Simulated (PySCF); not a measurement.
# What single edits do to a PySCF run on RbIn

Aim: run a base script for RbIn, then edit it and compare.

Computed with PySCF 2.14.0. Level: method and basis as typed in the scripts.

2 further runs of the same task are left out: 1 for a known fault of the program, 1 that didn't finish.

### Step 1. Where the work starts

RbIn: 2 atoms, charge 0, spin multiplicity 1.

Bond lengths: Rb1–In2 3.450 Å.

### Step 2. The base run

input.py

```python
from pyscf import gto, scf, mp

mol = gto.M(
    atom='Rb 0 0 0; In 0 0 3.45',
    basis='def2-svp',
    ecp={'Rb': 'def2-svp', 'In': 'def2-svp'},
    charge=0,
    spin=0,
    symmetry=True,
    verbose=4,
)
mf = scf.RHF(mol)
mf.kernel()
mp.MP2(mf, frozen=4).kernel()
mf.dip_moment()
print('orbital energies (hartree):', mf.mo_energy[..., max(0, mol.nelec[1]-3):mol.nelec[0]+3].round(4))
```

Started as:

```sh
$ python input.py
```

The log of this run is left out.

It gives: E(SCF) = -212.986882 Eh, 11 cycles, E(MP2) − E(SCF) = -0.12740 Eh, μ = 5.55 D (of the SCF density).

The bond length is a typed value, not an optimised one.

### Step 3. Core potential off

Edit 1 changes core potential: on → off. The core potential changes with it: totals don't compare.

input.py

```python
from pyscf import gto, scf, mp

mol = gto.M(
    atom='Rb 0 0 0; In 0 0 3.45',
    basis='def2-svp',
    charge=0,
    spin=0,
    symmetry=True,
    verbose=4,
)
mf = scf.RHF(mol)
mf.kernel()
mp.MP2(mf, frozen=4).kernel()
mf.dip_moment()
print('orbital energies (hartree):', mf.mo_energy[..., max(0, mol.nelec[1]-3):mol.nelec[0]+3].round(4))
```

Started as:

```sh
$ python input.py
```

Q: Predict the outcome of this session. Wanted: for each run, E(SCF); from base; gap; SCF dipole; after the SCF.

**Answer**, as computed:

```tsv
run	E(SCF) (hartree)	from base (eV)	cycles	gap (eV)	SCF dipole (D)	after the SCF
base	-212.986882	0	11	3.96	5.55	MP2 correlation -3.467 eV, core frozen
core potential off (poor choice)	-2030.078226	not comparable	9	2.71	5.21	MP2 correlation -1.519 eV, core frozen
```

Distance from each run's final energy (log10 hartree) by cycle:

```tsv
run	cycle 1	cycle 2	cycle 3	cycle 5	cycle 8	cycle 12
base	-0.3	-0.7	-1.9	-3.7	-6.9	done
core potential off (poor choice)	-0.2	-0.1	-1.8	-3.3	-9.2	done
```

Rows marked «poor choice» come from settings spoiled on purpose.
